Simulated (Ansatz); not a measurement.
**Molecular dynamics of LiBH4**

input.yaml

```yaml
accuracy: low
crystal:
  lattice:
    - [0.0, 0.0, 5.397738]
    - [6.578388, -2.70657, 2.698869]
    - [6.578388, 2.70657, 2.698869]
  atoms:
    - { symbol: Li, position: [0.05259936, -0.07758348, 0.06148763] }
    - { symbol: Li, position: [0.70721628, 0.27429431, 0.22694964] }
    - { symbol: B, position: [0.15033207, 0.87108022, 0.35559592] }
    - { symbol: B, position: [0.82635784, 0.65511093, 0.13452397] }
    - { symbol: H, position: [0.34733628, 0.82486018, 0.43732788] }
    - { symbol: H, position: [-0.01030454, 0.78225622, -0.07498317] }
    - { symbol: H, position: [0.52949362, 0.26835696, 0.87039849] }
    - { symbol: H, position: [0.19102752, 0.26076251, 0.65743548] }
    - { symbol: H, position: [0.43817881, 0.40959395, 0.03461392] }
    - { symbol: H, position: [0.32275031, 0.10123755, 0.50635002] }
    - { symbol: H, position: [0.17514922, 0.09797035, 0.1208351] }
    - { symbol: H, position: [0.94224949, 0.443638, 0.33843222] }
    - { symbol: Li, position: [0.54580392, 0.45918968, 0.50785746] }
    - { symbol: Li, position: [0.30538945, 0.74447976, 0.73568648] }
    - { symbol: B, position: [0.61967472, 0.38859502, 0.88723142] }
    - { symbol: B, position: [0.36470142, 0.09662293, 0.66265448] }
    - { symbol: H, position: [0.83216248, 0.26939718, 0.96770088] }
    - { symbol: H, position: [0.59336381, 0.18281122, 0.55373114] }
    - { symbol: H, position: [0.20979939, 0.67323114, 0.3924342] }
    - { symbol: H, position: [0.70652807, 0.77457539, 0.20669045] }
    - { symbol: H, position: [0.9561238, 0.87573338, 0.49021713] }
    - { symbol: H, position: [0.64399611, 0.62367105, 1.09830216] }
    - { symbol: H, position: [0.66549283, 0.60958636, 0.66175242] }
    - { symbol: H, position: [0.39864695, 0.88041927, 0.89125637] }
basis:
  ecutwfc: 500.0
kpoints:
  mp_grid: { grid: [2, 2, 2] }
hamiltonian:
  xc: r2scan
  dispersion: d3bj
scf:
  occupations: { method: fermi_dirac, width: 0.05 }
  lower_state_search: "off"
md:
  timestep: 0.5
  n_steps: 120
  ensemble: nvt_nose_hoover
  temperature: 800.0
  initial_velocities: maxwell_boltzmann
  seed: 684580
  nose_hoover: { tau: 50.0, chain_length: 1 }
```

Launched with:

```bash
$ ansatz run input.yaml --threads 1 --pin off --max-ram 3072MiB --backend cpu --events-out ev --progress --plain --runs-dir out
```

It goes on from the last frame of an earlier run, with new velocities.

Output, in part (step lines):

```
md step     0: t =     0.00 fs  T =   800.0 K  F+E_penalty+E_count = -1710.01143702 eV  E_kin = 2.378384 eV  conserved = -1707.63305304 eV  (7 SCF iters)
[... lines left out ...]
```

The steps, from the saved trajectory:

```csv
time (fs),T (K),potential energy less start (eV),conserved less start (meV/atom)
0.0,800,0.000,0.00
2.0,721,0.237,0.07
4.0,613,0.561,0.20
6.0,651,0.447,0.04
8.0,604,0.591,0.07
10.0,514,0.864,0.21
12.0,598,0.619,0.12
14.0,706,0.303,-0.02
16.0,607,0.611,0.10
18.0,510,0.910,0.21
20.0,565,0.753,0.04
22.0,532,0.865,0.14
24.0,539,0.859,0.16
26.0,644,0.563,0.08
28.0,689,0.447,0.01
30.0,601,0.735,0.21
32.0,665,0.566,0.15
34.0,789,0.219,-0.03
36.0,697,0.525,0.16
38.0,650,0.689,0.15
40.0,678,0.630,0.11
42.0,682,0.646,0.08
44.0,646,0.782,0.19
46.0,699,0.652,0.08
48.0,699,0.682,0.07
50.0,610,0.983,0.20
52.0,615,0.994,0.15
54.0,650,0.923,0.08
56.0,598,1.113,0.19
58.0,630,1.049,0.16
60.0,745,0.745,0.08
```

The run went to its last step. The conserved energy stayed within 0.26 meV per atom of its start (net change 0.085 meV per atom), so the integration is sound. The mean temperature of the second half is 17 % below the set value. A run of 0.06 ps of so small a system gives no equilibrium averages. Limits of this set-up: coarse k mesh, low accuracy level.

Mean squared displacements from the first frame to the last, about the centre of mass: Li 0.24 Å², B 0.18 Å², H 0.39 Å².

Last frame:

```xyz
24
Lattice="0.0000 0.0000 5.3977 6.5784 -2.7066 2.6989 6.5784 2.7066 2.6989" Properties=species:S:1:pos:R:3
Li 0.335 -0.014 0.308
Li 3.127 0.319 4.935
B 8.459 -1.369 3.835
B 5.040 -1.158 6.795
H 8.762 -1.186 5.006
H 5.181 -1.869 2.492
H 7.184 1.814 5.968
H 5.865 1.675 4.116
H 2.460 -0.949 3.316
H 4.152 0.814 3.603
H 1.810 0.179 1.317
H 5.509 -0.129 7.120
Li 6.629 -0.297 5.382
Li 9.872 0.086 5.674
B 8.047 1.263 6.599
B 4.771 1.477 4.417
H 8.031 1.716 7.702
H 4.843 0.826 5.484
H 7.290 -0.833 3.671
H 5.868 -1.792 6.122
H 9.307 -0.977 8.680
H 10.578 1.482 8.966
H 8.094 -0.029 6.718
H 10.797 -0.200 7.174
```

The run took 20 min on 1 thread of Arm Neoverse V1, on a shared host, peak memory 0.82 GiB.
